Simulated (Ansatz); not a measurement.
**C₃H₈BCl₂N: small, medium and large basis sets**

One table from this session's results is given with a row withheld; the runs are named, their logs left out.

The runs use Ansatz 0.2.0, Gaussian basis; one geometry, several basis sets.

Levels to be run: PBE0-D4/def2-SVP; ωB97M-V/def2-SVP; PBE0-D4/def2-QZVPP; ωB97M-V/def2-QZVPP; the functionals' def2-TZVPP values are taken from earlier runs.

## The geometry

An earlier PBE0-D4 in a triple-zeta def2 set relaxation fixed the geometry.

SMILES `CC(C)NB(Cl)Cl`, 15 atoms, charge 0, spin multiplicity 1.

Atoms are counted from 1 here; the program's logs count them from 0.

Bond lengths: C1–C2 1.521 Å, C1–H8 1.091 Å, C1–H9 1.092 Å, C1–H10 1.092 Å, C2–C3 1.521 Å, C2–N4 1.466 Å, C2–H11 1.094 Å, C3–H12 1.091 Å, C3–H13 1.092 Å, C3–H14 1.092 Å, N4–B5 1.384 Å, N4–H15 1.007 Å, B5–Cl6 1.764 Å, B5–Cl7 1.770 Å. Angles: C2–C1–H8 111.1°, C2–C1–H9 110.8°, C2–C1–H10 110.0°, H8–C1–H9 108.3°, H8–C1–H10 108.1°, H9–C1–H10 108.4°, C1–C2–C3 112.3°, C1–C2–N4 111.9°, C1–C2–H11 107.5°, C3–C2–N4 111.9°, C3–C2–H11 107.5°, N4–C2–H11 105.1°, C2–C3–H12 111.1°, C2–C3–H13 110.0°, C2–C3–H14 110.8°, H12–C3–H13 108.1°, H12–C3–H14 108.3°, H13–C3–H14 108.4° and more.

The first run:

in.yaml reads:

```yaml
crystal:
  periodic: [false, false, false]
  atoms:
    - {symbol: C, position_ang: [-0.627420, -1.467372, -0.074842]}
    - {symbol: C, position_ang: [0.382387, -0.428573, 0.388346]}
    - {symbol: C, position_ang: [1.438619, -0.140490, -0.667504]}
    - {symbol: N, position_ang: [-0.269622, 0.797371, 0.859836]}
    - {symbol: B, position_ang: [-1.055291, 1.725983, 0.199951]}
    - {symbol: Cl, position_ang: [-1.475395, 1.615084, -1.509426]}
    - {symbol: Cl, position_ang: [-1.680523, 3.108646, 1.111970]}
    - {symbol: H, position_ang: [-1.161681, -1.126779, -0.962912]}
    - {symbol: H, position_ang: [-1.359494, -1.672988, 0.708429]}
    - {symbol: H, position_ang: [-0.117345, -2.400982, -0.322704]}
    - {symbol: H, position_ang: [0.895069, -0.835086, 1.265614]}
    - {symbol: H, position_ang: [0.985715, 0.252562, -1.578824]}
    - {symbol: H, position_ang: [1.973140, -1.058346, -0.922570]}
    - {symbol: H, position_ang: [2.163584, 0.589327, -0.302122]}
    - {symbol: H, position_ang: [-0.113544, 0.991041, 1.836059]}
basis:
  gaussian: {orbitals: def2-SVP}
hamiltonian: {xc: pbe0, dispersion: d4}
output: {orbitals: {seedname: orbitals}}
```

Started as:

```bash
> ansatz run in.yaml --threads 4 --pin off --events-out ev --progress --plain --max-ram 11315MiB
```

Steps of the session up to this table: PBE0-D4 in def2-SVP; ωB97M-V in def2-SVP; PBE0-D4 in def2-QZVPP; ωB97M-V in def2-QZVPP.

One of the session's tables, all rows but one given; the rest of the session is left out.

It belongs to the step «Density functionals: the series». 

| functional | basis | HOMO (eV) | LUMO (eV) |
| --- | --- | --- | --- |
| PBE0-D4 | def2-SVP | -7.76 | 0.60 |
| PBE0-D4 | def2-TZVPP | ? | ? |
| PBE0-D4 | def2-QZVPP | -7.90 | 0.11 |
| ωB97M-V | def2-SVP | -10.01 | 2.74 |
| ωB97M-V | def2-TZVPP | -10.14 | 2.01 |
| ωB97M-V | def2-QZVPP | -10.17 | 1.33 |

Estimate the missing values for PBE0-D4, def2-TZVPP.

As computed: HOMO (eV): -7.87; LUMO (eV): 0.21. In the column «HOMO (eV)» it lies between PBE0-D4, def2-QZVPP (-7.90) and PBE0-D4, def2-SVP (-7.76).
